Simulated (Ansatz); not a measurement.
The system is SnSeS.

```
Sn Se S
1.0
     3.76020    0.00000    0.00000
    -1.88010    3.25643    0.00000
     0.00000    0.00000    6.36403
Sn Se S
1 1 1
Direct
  0.33333 0.66667 0.00765
  0.00000 0.00000 0.75771
  0.66667 0.33333 0.23464
```

The cell comes from a database or a generator and needn't be the stable form of this composition.

- Program: Ansatz 0.2.0
- Task: relaxation of cell and atoms
- Functional: PBE
- Dispersion: D3(BJ)-ATM
- Potentials or basis: Ansatz PAW
- Cutoff: 420 eV (not typed: the program's choice for these potentials)
- k mesh: 8 × 8 × 4
- Occupations: fermi-dirac, width 0.05 eV
- Spin: no spin polarisation

At the start: volume 25.98 Å³/atom.

Problem. How do energy, volume and symmetry change on relaxing?

Solution. It ends after 7 steps and the volume is 24.27 Å³/atom (-6.6 %); space group P3m1 (No. 156, to 0.05 Å).

Step by step:
```
step  energy change (eV)  largest force (eV/Å)  volume (Å³)
   1              0.0000                0.2674        77.93
   2             -0.0177                0.0140        75.89
   3             -0.0260                0.0652        73.87
   4             -0.0289                0.0361        72.30
   5             -0.0292                0.0130        72.82
   6             -0.0292                0.0008        72.82
   7             -0.0283                0.0013        72.82
```

Final structure:
```
CELL_PARAMETERS angstrom
3.75738 0.00000 0.00000
-1.87869 3.25399 0.00000
0.00000 0.00000 5.95589
ATOMIC_POSITIONS crystal
Sn 0.33333 0.66667 0.00814
Se 0.00000 0.00000 0.73796
S 0.66667 0.33333 0.25391
```

Caveat: the plane-wave basis is chosen anew once the cell has moved, so the energies of steps on either side of that aren't comparable.
